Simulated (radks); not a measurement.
# Shell filling in a hard-walled sphere of radius 2.43 bohr*, N = 26 to 29

Which level does each new electron take in a hard-walled sphere of radius 2.43 bohr*, and at which counts is the dot hardest to charge further? Each count tries a few candidate levels and keeps the lowest.

Program: radks, version 2. Model: non-relativistic spin-polarised Kohn-Sham, PBE, spherically averaged shells. All values are calculated.

**1. What is given**

```
well                     : a hard-walled sphere of radius 2.43 bohr*
functional               : PBE
levels                   : named by radial order: 1s, 1p, 1d, 2s, 1f and so on
units                    : effective atomic units, hartree* and bohr*
configuration carried in : 1s2 1p6 1d10 1f(up 7, down 0) (N = 25, energy 225.858164)
```

Further steps of the session: Electron number 26; 27 electrons; N = 28; Electron number 29.

Before running it: what results should come out? Wanted: closed shells at N; most unpaired electrons; configuration at N = 29.

**Answer**, as computed:

| quantity | value |
| --- | --- |
| closed shells at N | none in this range |
| most unpaired electrons | 6 at N = 26 |
| configuration at N = 29 | 1s2 1p6 1d10 1f(up 7, down 4) |

In words: No closed-shell configuration falls in this range. The largest moment in range is 6, first at N = 26: exchange favours parallel spins in open shells. The model keeps every shell spherical, so real clusters and dots, which can deform, may order levels otherwise.
